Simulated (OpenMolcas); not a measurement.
# CH3BFN (SMILES BN=CF): B2PLYP/aug-cc-pVDZ

Aim: a single-point energy of CH3BFN. 

The results are computed with OpenMolcas 26.06.

## Step 1: The system as given

CH3BFN has 7 atoms, charge 0, and is taken as a singlet. SMILES: `BN=CF`. Geometry: relaxed at PBE0-D4/def2-TZVP.

Bond lengths: B1–N2 1.364 Å, N2–C3 1.223 Å, C3–F4 1.339 Å, B1–H5 1.196 Å, B1–H6 1.196 Å, C3–H7 1.088 Å. Angles: B1–N2–C3 178.6°, N2–C3–F4 122.5°, N2–B1–H5 118.8°, N2–B1–H6 118.8°, N2–C3–H7 126.7°, F4–C3–H7 110.8°, H5–B1–H6 122.5°.

## Step 2: A single-point energy at B2PLYP/aug-cc-pVDZ

Input file coord.xyz:

```xyz
7

B     -0.480500     1.089800     0.570900
N      0.018600    -0.008400    -0.066500
C      0.466800    -1.006900    -0.611700
F      0.739900    -2.132000     0.060700
H      0.284400     1.897100     1.009900
H     -1.666300     1.214200     0.659800
H      0.698200    -1.122000    -1.669000
```

Input file job.inp:

```
>>> EXPORT MOLCAS_PRINT=2

&GATEWAY
  BASLIB=$CurrDir
  COORD=coord.xyz
  BASIS=aug-cc-pVDZ
  GROUP=NoSym

&SEWARD
  GRIDINPUT
  Grid=UltraFine
  End of Grid

&SCF
  KSDFT=B2PLYP_SCF
  THRESHOLDS=1e-10 1e-07 1e-07 1e-05
  PRORBITALS=1 2

&MBPT2
  FROZEN=4
```

The basis set aug-cc-pVDZ is read from a file made from the Basis Set Exchange's data (not shown).

Launch:

```
$ export MOLCAS_MEM=1860
$ pymolcas job.inp > job.log
```

What values should one expect? Wanted: total energy; dipole moment; HOMO energy; LUMO energy; HOMO–LUMO gap.

**Answer.** As computed:

Level: B2PLYP/aug-cc-pVDZ, 4 core orbitals frozen.

| quantity | value |
| --- | --- |
| total energy | -219.18636 Eh |
| dipole moment (SCF part) | 1.58 D |
| HOMO energy (SCF part's orbitals) | -9.79 eV |
| LUMO energy (SCF part's orbitals) | 0.20 eV |
| HOMO–LUMO gap (SCF part's orbitals) | 9.99 eV |

In words: Mulliken charges run from -0.89 on B1 to +1.00 on C3; in a basis this large or diffuse they mean little.
